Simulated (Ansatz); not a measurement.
# C3H7BrSiZn: vertical ionisation energy

The task here is to estimate one member of a computed series from the others.

Computed with Ansatz 0.2.0, Gaussian basis. Level: unrestricted cation, the program's frozen cores in correlated methods.

Plan: UKS PBE-D4/def2-TZVPP; UKS r2SCAN-D4/def2-TZVPP; UKS PBE0-D4/def2-TZVPP; UKS B3LYP-D4/def2-TZVPP; UKS wB97X-V/def2-TZVPP; UKS wB97M-V/def2-TZVPP; UKS B2PLYP (frozen core with 3s3p of Cu, Zn)/def2-TZVPP; UHF-CCSD(T) with 3s3p of Cu, Zn/def2-TZVPP; UHF-MP2 with 3s3p of Cu, Zn/def2-QZVPP; extrapolation to the limit; then −ε(HOMO) from the neutral's earlier runs with LDA (SPW92), PBE-D4, revPBE-D4, BLYP-D4, r2SCAN-D4, B97M-V, PBE0-D4, B3LYP-D4, r2SCANh-D4, r2SCAN0-D4, HSE06-D4, BHLYP-D4, CAM-B3LYP-D4, LC-ωPBE, ωB97X-V, ωB97M-V.

## The relaxed structure

All runs share one geometry, relaxed beforehand with PBE0-D4 in a triple-zeta def2 set.

SMILES `[SiH3][C]1(Br)C[CH2][Zn]1`, 13 atoms, charge 0, spin multiplicity 1.

Atoms are counted from 1 here; the program's logs count them from 0.

Bond lengths: Si1–C2 1.853 Å, Si1–H7 1.491 Å, Si1–H8 1.492 Å, Si1–H9 1.484 Å, C2–Br3 1.979 Å, C2–C4 1.541 Å, C2–Zn6 2.041 Å, C4–C5 1.544 Å, C4–H10 1.098 Å, C4–H11 1.096 Å, C5–Zn6 2.015 Å, C5–H12 1.087 Å, C5–H13 1.089 Å. Angles: C2–Si1–H7 113.3°, C2–Si1–H8 107.6°, C2–Si1–H9 109.7°, H7–Si1–H8 108.3°, H7–Si1–H9 108.5°, H8–Si1–H9 109.3°, Si1–C2–Br3 109.0°, Si1–C2–C4 120.4°, Si1–C2–Zn6 132.4°, Br3–C2–C4 109.6°, Br3–C2–Zn6 100.8°, C4–C2–Zn6 80.9°, C2–C4–C5 113.5°, C2–C4–H10 109.5°, C2–C4–H11 106.6°, C5–C4–H10 110.4°, C5–C4–H11 108.8°, H10–C4–H11 107.8° and more.

Geometry (Å):

```mol
C3H7BrSiZn
  3D, bonds by distance, orders not assigned

 13 13  0  0  0  0  0  0  0  0999 V2000
    0.1569   -2.0385    0.6141 Si  0  0
    0.1797   -0.1859    0.5812 C   0  0
    1.8079    0.4540    1.5072 Br  0  0
    0.0103    0.5712   -0.7497 C   0  0
   -0.5676    1.9930   -0.5795 C   0  0
   -1.1756    1.2182    1.1789 Zn  0  0
    1.3253   -2.6559   -0.0770 H   0  0
   -1.0871   -2.4868   -0.0772 H   0  0
    0.1349   -2.5148    2.0198 H   0  0
    0.9738    0.6108   -1.2748 H   0  0
   -0.6809   -0.0203   -1.3606 H   0  0
   -1.2671    2.2938   -1.3552 H   0  0
    0.1897    2.7612   -0.4273 H   0  0
  1  2  8  0
  2  3  8  0
  2  4  8  0
  4  5  8  0
  5  6  8  0
  1  7  8  0
  1  8  8  0
  1  9  8  0
  4 10  8  0
  4 11  8  0
  5 12  8  0
  5 13  8  0
  2  6  8  0
M  END
```

The first run:

in.yaml reads:

```yaml
crystal:
  periodic: [false, false, false]
  atoms:
    - {symbol: Si, position_ang: [0.156853, -2.038497, 0.614087]}
    - {symbol: C, position_ang: [0.179723, -0.185931, 0.581214]}
    - {symbol: Br, position_ang: [1.807920, 0.454025, 1.507226]}
    - {symbol: C, position_ang: [0.010259, 0.571192, -0.749654]}
    - {symbol: C, position_ang: [-0.567649, 1.993036, -0.579467]}
    - {symbol: Zn, position_ang: [-1.175611, 1.218171, 1.178924]}
    - {symbol: H, position_ang: [1.325263, -2.655887, -0.076983]}
    - {symbol: H, position_ang: [-1.087135, -2.486768, -0.077239]}
    - {symbol: H, position_ang: [0.134858, -2.514764, 2.019808]}
    - {symbol: H, position_ang: [0.973817, 0.610813, -1.274787]}
    - {symbol: H, position_ang: [-0.680863, -0.020340, -1.360578]}
    - {symbol: H, position_ang: [-1.267129, 2.293772, -1.355183]}
    - {symbol: H, position_ang: [0.189695, 2.761177, -0.427348]}
basis:
  gaussian: {orbitals: def2-TZVPP}
total_charge: 1
magnetization: {spin_polarized: true, initial_magnetization: 1}
hamiltonian: {xc: pbe, dispersion: d4}
```

Started as:

```sh
> ansatz run in.yaml --threads 2 --pin off --events-out ev --progress --plain --max-ram 22528MiB --backend cuda --devices 0, --max-vram 18GiB
```

Steps of the session up to this table: Cation, UKS PBE-D4/def2-TZVPP; Cation, UKS r2SCAN-D4/def2-TZVPP; Cation, UKS PBE0-D4/def2-TZVPP; Cation, UKS B3LYP-D4/def2-TZVPP; Cation, UKS wB97X-V/def2-TZVPP; Cation, UKS wB97M-V/def2-TZVPP; Cation, UKS B2PLYP (frozen core with 3s3p of Cu, Zn)/def2-TZVPP; Cation, UHF-CCSD(T) with 3s3p of Cu, Zn/def2-TZVPP; Cation, UHF-MP2 with 3s3p of Cu, Zn/def2-QZVPP.

One of the session's tables, all rows but one given; the rest of the session is left out.

Orbital estimates, from the neutral's runs:

| functional | −ε(HOMO) (eV) |
| --- | --- |
| LDA (SPW92) | 5.38 |
| PBE-D4 | 5.19 |
| revPBE-D4 | 5.12 |
| BLYP-D4 | 5.06 |
| r2SCAN-D4 | 5.39 |
| B97M-V | 5.47 |
| PBE0-D4 | 6.22 |
| B3LYP-D4 | ? |
| r2SCANh-D4 | 5.78 |
| r2SCAN0-D4 | 6.36 |
| HSE06-D4 | 5.83 |
| BHLYP-D4 | 7.15 |
| CAM-B3LYP-D4 | 7.48 |
| LC-ωPBE | 8.72 |
| ωB97X-V | 8.41 |
| ωB97M-V | 8.32 |

Estimate the missing values for B3LYP-D4.

Worked estimate for «−ε(HOMO) (eV)». Against the share of exact exchange, BLYP-D4 (0, 5.06), BHLYP-D4 (0.5, 7.15) give a slope of 4.18 per unit share; at 0.2 the line stands at 5.90.

The run gave: −ε(HOMO) (eV): 6.05. In «−ε(HOMO) (eV)» the line misses by -0.15.
